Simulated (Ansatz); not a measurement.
# CoSi2: the cost of one run

Program: Ansatz 0.2.0. Level of theory: DFT PBE, scalar-relativistic, plane waves, PAW. These are calculated values, not measurements.

24 further runs of the same task are left out: 24 set aside as unsound or not needed.

## 1. The structure to begin with

It takes space group Fm-3m (No. 225, cubic). The conventional cell has a = 5.137 Å, b = 5.137 Å, c = 5.137 Å, α = 90.00°, β = 90.00°, γ = 90.00°. Co (site symmetry m-3m) has 8 Si at 2.22 Å as nearest neighbours. Si (site symmetry -43m) has 4 Co at 2.22 Å as nearest neighbours.

As a file:

```cif
data_structure
_symmetry_space_group_name_H-M 'P 1'
_symmetry_Int_Tables_number 1
_cell_length_a 3.6322
_cell_length_b 3.6322
_cell_length_c 3.6322
_cell_angle_alpha 60.000
_cell_angle_beta 60.000
_cell_angle_gamma 60.000
_cell_volume 33.88
loop_
_atom_site_label
_atom_site_type_symbol
_atom_site_fract_x
_atom_site_fract_y
_atom_site_fract_z
_atom_site_occupancy
Co1 Co 0.00000 0.00000 0.00000 1
Si1 Si 0.25000 0.25000 0.25000 1
Si2 Si 0.75000 0.75000 0.75000 1
```

## 2. Volume 11.295 Å³ an atom, total moment held at 0.550 muB a cell

input.yaml

```yaml
crystal:
  lattice:
    - [0.0, 2.5683793221, 2.5683793221]
    - [2.5683793221, 0.0, 2.5683793221]
    - [2.5683793221, 2.5683793221, 0.0]
  atoms:
    - { symbol: Co, position: [0.0, 0.0, 0.0], spin: 0.55 }
    - { symbol: Si, position: [0.25, 0.25, 0.25] }
    - { symbol: Si, position: [0.75, 0.75, 0.75] }
basis:
  ecutwfc: 520.0
kpoints:
  mp_grid: { grid: [14, 14, 14] }
hamiltonian:
  xc: pbe
  pseudopotentials: { kind: paw, azcp: { folder: soft_1 } }
scf:
  occupations: { method: gaussian, width: 0.15 }
  lower_state_search: "off"
output:
  forces: true
  stress: true
  eigenvalues: true
  populations: true
magnetization:
  spin_polarized: true
  initial_magnetization: 0.55
  spin_locking: { lock_magnetization: hard }
```

Command:

```bash
$ ansatz run input.yaml --threads 2 --pin off --max-ram 4096MiB --backend cpu --events-out ev --progress --plain --runs-dir out
```

What time and memory should one allow on 2 threads of Arm Neoverse N1, shared host?

About 13 s, with a peak of 0.4 GiB.
